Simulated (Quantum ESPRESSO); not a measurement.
## Cd2S under changes of volume

One of the cells (26.333 Å³/atom); the others are scaled copies at fixed shape and fractional positions:

```xyz
3
Lattice="3.9627 0.0000 0.0000 -1.9813 3.4318 0.0000 0.0000 0.0000 5.8092" Properties=species:S:1:pos:R:3 pbc="T T T"
Cd    0.0000    2.2878    5.4183
Cd    1.9813    1.1439    3.3620
S     0.0000    2.2878    2.1245
```

The cell comes from a database or a generator and needn't be the stable form of this composition.

| Property | Result |
| --- | --- |
| Program | Quantum ESPRESSO 7.5 |
| Functional | LDA |
| Potentials or basis | GBRV 1.5 LDA |
| Cutoff | 612 eV |
| Density cutoff | 4898 eV |
| k mesh | 8 × 8 × 5 |
| Occupations | fermi-dirac, width 0.05 eV |
| Spin | no spin polarisation |

| volume (Å³/atom) | energy over the lowest point (meV/atom) | pressure (GPa) | gap on the mesh (eV) |
| --- | --- | --- | --- |
| 24.753 | 0.00 | -2.2 | 0.22 |
| 25.280 | ? | ? | ? |
| 25.806 | 20.41 | -4.0 | 0.23 |
| 26.333 | 34.63 | -4.7 | 0.25 |
| 26.860 | 51.09 | -5.4 | 0.27 |
| 27.386 | 69.51 | -5.9 | 0.29 |
| 27.913 | 89.64 | -6.4 | 0.31 |

What does the run at 25.280 Å³/atom give?

Energy over the lowest point 8.75 meV/atom; pressure -3.2 GPa; gap on the mesh 0.22 eV.

Worked out: A Birch-Murnaghan fit of order 3 (a polynomial in V^(-2/3)) to the other rows has no minimum within the range. It gives 8.76 meV/atom at 25.280 Å³/atom, against the run's 8.75, and -dE/dV = -3.1 GPa, against -3.2. A parabola through the other rows of the gap, of slope 0.4 eV per unit of ln V there, gives 0.22 eV, against the run's 0.22.

Energies are extrapolated to zero smearing.

Caveats: an odd mesh through Γ misses points on the zone boundary, where band edges often lie. Spin-orbit coupling on Cd is left out.
